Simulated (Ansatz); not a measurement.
**SrCd: a trigonal deformation path**

This session takes SrCd and sets out to follow a trigonal deformation at fixed volume.

Method: DFT PBEsol, scalar-relativistic, plane waves, PAW, in Ansatz 0.2.0.

**1. The structure to begin with**

Symmetry: Pm-3m, No. 221, cubic system. Conventional cell: a = 4.003 Å, b = 4.003 Å, c = 4.003 Å, α = 90.00°, β = 90.00°, γ = 90.00°. Around Sr (site symmetry m-3m) lie 8 Cd at 3.47 Å. Around Cd (site symmetry m-3m) lie 8 Sr at 3.47 Å.

Coordinates:

```cif
data_structure
_symmetry_space_group_name_H-M 'Pm-3m'
_symmetry_Int_Tables_number 221
_cell_length_a 4.0030
_cell_length_b 4.0030
_cell_length_c 4.0030
_cell_angle_alpha 90.000
_cell_angle_beta 90.000
_cell_angle_gamma 90.000
_cell_volume 64.14
loop_
_atom_site_label
_atom_site_type_symbol
_atom_site_symmetry_multiplicity
_atom_site_Wyckoff_symbol
_atom_site_fract_x
_atom_site_fract_y
_atom_site_fract_z
_atom_site_occupancy
Sr1 Sr 1 b 0.50000 0.50000 0.50000 1
Cd1 Cd 1 a 0.00000 0.00000 0.00000 1
```

No relaxation comes first: the listed cell is the starting point.

**2. The reference cell**

The reference gives a free energy of -11676.9140 eV, pressure -0.50 GPa, largest force 0.000 eV/Å and gap on the mesh none (metal). It was computed beforehand with the settings of the runs below.

**3. Next: a trigonal deformation path**

At fixed volume and fractional coordinates, lengths along (0.577, 0.577, 0.577) are scaled against those across it; ρ is that ratio over its starting value.

**4. At ρ = 0.500**

The input, input.yaml:

```yaml
crystal:
  lattice:
    - [4.2028866356, -0.8405773271, -0.8405773271]
    - [-0.8405773271, 4.2028866356, -0.8405773271]
    - [-0.8405773271, -0.8405773271, 4.2028866356]
  atoms:
    - { symbol: Sr, position: [0.5, 0.5, 0.5] }
    - { symbol: Cd, position: [0.0, 0.0, 0.0] }
basis:
  ecutwfc: 420
kpoints:
  mp_grid: { grid: [14, 14, 14] }
hamiltonian:
  xc: pbesol
scf:
  occupations: { method: gaussian, width: 0.15 }
output:
  forces: true
  stress: true
  eigenvalues: true
```

Started as:

```console
ansatz run input.yaml --threads 1 --pin off --max-ram 2560MiB --backend cpu --events-out ev --progress --plain --runs-dir out
```

Further runs follow: ρ = 2.000; point ρ = 0.710; point ρ = 1.410; At ρ = 0.600; At ρ = 0.850; point ρ = 1.200; At ρ = 1.700; ρ = 0.930; ρ = 1.080.

Q: Predict the outcome of this session. Wanted: highest point.

As calculated:

| quantity | value |
| --- | --- |
| highest point | 3436.2 meV/atom at ρ = 0.500 |

No sampled point lies below the undisturbed cell. No sampled point inside the path is a dip, apart from those named. At ρ = 2.000 the cell takes another symmetry, Fm-3m, 280.9 meV/atom from the start at this fixed volume.
